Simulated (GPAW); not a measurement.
# GeNH3O (SMILES [NH2][Ge][OH]): optB88-vdW/sz(dzp) (scalar-relativistic datasets)

We compute ionisation energies of GeNH3O. Input form: an ASE script.

The results are computed with GPAW 26.7.0.

5 further runs of the same task are left out: 5 set aside as unsound or not needed.

## (1) The system as given

GeNH3O has 6 atoms, charge 0, and is taken as a singlet. SMILES: `[NH2][Ge][OH]`. Geometry: a GFN2-xTB relaxation, a rough one for these elements and not checked as a minimum. This is one conformer, not always the lowest.

Bond lengths: N1–Ge2 1.833 Å, Ge2–O3 1.773 Å, N1–H4 1.008 Å, N1–H5 1.010 Å, O3–H6 0.954 Å. Angles: N1–Ge2–O3 98.9°, Ge2–N1–H4 123.0°, Ge2–N1–H5 127.8°, Ge2–O3–H6 124.1°, H4–N1–H5 109.1°.

## (2) Ionisation energies at optB88-vdW/sz(dzp) (scalar-relativistic datasets)

Contents of run.py:

```python
from ase import Atoms
from gpaw import GPAW

# Structure
atoms = Atoms('NGeOHHH',
    positions=[[ -0.796200,   0.047590,  -0.563190],
               [  0.565410,  -1.155820,  -0.322690],
               [  1.481050,  -0.287460,   0.922730],
               [ -1.542260,  -0.092830,  -1.226380],
               [ -0.922260,   0.939740,  -0.106870],
               [  1.214260,   0.548780,   1.296400]])
atoms.set_cell([14.0, 14.0, 14.0])
atoms.center()

energies = {}
for name, charge, unpaired in [('neutral', 0, 0), ('oxidised', 1, 1), ('reduced', -1, 1)]:
    atoms.set_initial_magnetic_moments([unpaired / len(atoms)] * len(atoms))
    gpaw_calc = GPAW(mode='lcao',
                     basis='sz(dzp)',
                     h=0.2,
                     xc={'name': 'optB88-vdW', 'backend': 'libvdwxc'},
                     charge=charge,
                     occupations={'name': 'fermi-dirac', 'width': 0.0, 'fixmagmom': unpaired > 0},
                     maxiter=150,
                     symmetry='off',
                     legacy_gpaw=True,
                     txt='-')
    atoms.calc = gpaw_calc
    energies[name] = atoms.get_potential_energy()
    print(f'{name:10} {energies[name]:12.5f} eV')

ip = energies['oxidised'] - energies['neutral']
print(f'Vertical IP             {ip:.3f} eV')
ea = energies['neutral'] - energies['reduced']
print(f'Vertical EA             {ea:.3f} eV')
```

The run is started by

```console
$ OMP_NUM_THREADS=1 python run.py
```

The log of the run:

```text
[...]
    cutoffs:
[...]
  Total Charge: 0.000000
[...]
Number of atoms: 6
[...]
Number of bands in calculation: 15
Number of valence electrons: 18
[...]
iter:   1 hh:mm:ss   -56.449585        c
[...]
Converged after 10 iterations.
Dipole moment: (-0.349919, 0.353714, -0.034007) |e|*Ang
[...]
Fermi level: -4.06667
[...]
Converged after 29 iterations.
[...]
Fermi levels: -11.55354, -13.90045
[...]
iter:  10 hh:mm:ss   -50.891035c       c -4.71c   +1.0000
Converged after 10 iterations.
Dipole moment: (-7.763833, -5.963258, -6.775877) |e|*Ang
Total magnetic moment: (0.000000, 0.000000, 0.999997)
Local magnetic moments:
   0 N  ( 0.000000,  0.000000,  0.055760)
   1 Ge ( 0.000000,  0.000000,  0.197029)
   2 O  ( 0.000000,  0.000000,  0.080879)
   3 H  ( 0.000000,  0.000000, -0.000725)
   4 H  ( 0.000000,  0.000000, -0.000937)
   5 H  ( 0.000000,  0.000000, -0.000814)
Energy contributions relative to reference atoms: (reference = -60657.682145)
Kinetic:        +90.562250
Potential:      -73.054557
External:        +0.000000
XC:             -69.412419
Entropy (-ST):   +0.000000
Local:           +1.013691
SIC:             +0.000000
--------------------------
Free energy:    -50.891035
Extrapolated:   -50.891035
Non-local optB88 correlation energy: 4.779633
Semilocal GGA_X_OPTB88_VDW+LDA_C_PW energy: -265.505263
[...]
 Band  Eigenvalues  Occupancy  Eigenvalues  Occupancy
    0    -17.36586    1.00000    -17.20432    1.00000
    1    -14.80328    1.00000    -14.66644    1.00000
    2     -6.62557    1.00000     -6.40594    1.00000
    3     -6.36588    1.00000     -6.32660    1.00000
    4     -4.26172    1.00000     -4.15822    1.00000
    5     -0.48660    1.00000     -0.04300    1.00000
    6      0.10849    1.00000      0.20739    1.00000
    7      0.71829    1.00000      1.05491    1.00000
    8      1.08184    1.00000      1.45145    1.00000
    9      5.33780    1.00000      6.32909    0.00000
   10      8.02059    0.00000      8.24301    0.00000
   11      8.66096    0.00000      8.83091    0.00000
   12     11.23104    0.00000     11.36482    0.00000
   13     12.16457    0.00000     12.37410    0.00000
[...]
Fermi levels: 7.17484, 5.83344
reduced       -50.89104 eV
Vertical IP             10.117 eV
Vertical EA             -1.736 eV
```

It took 14 min on 1 thread of Intel Xeon at 2.50GHz (Skylake/Cascade Lake), shared host; peak memory 1.6 GiB.

## (3) Summary of results

Level: optB88-vdW/sz(dzp) (scalar-relativistic datasets).

| quantity | value |
| --- | --- |
| first ionisation energy | 10.12 eV |
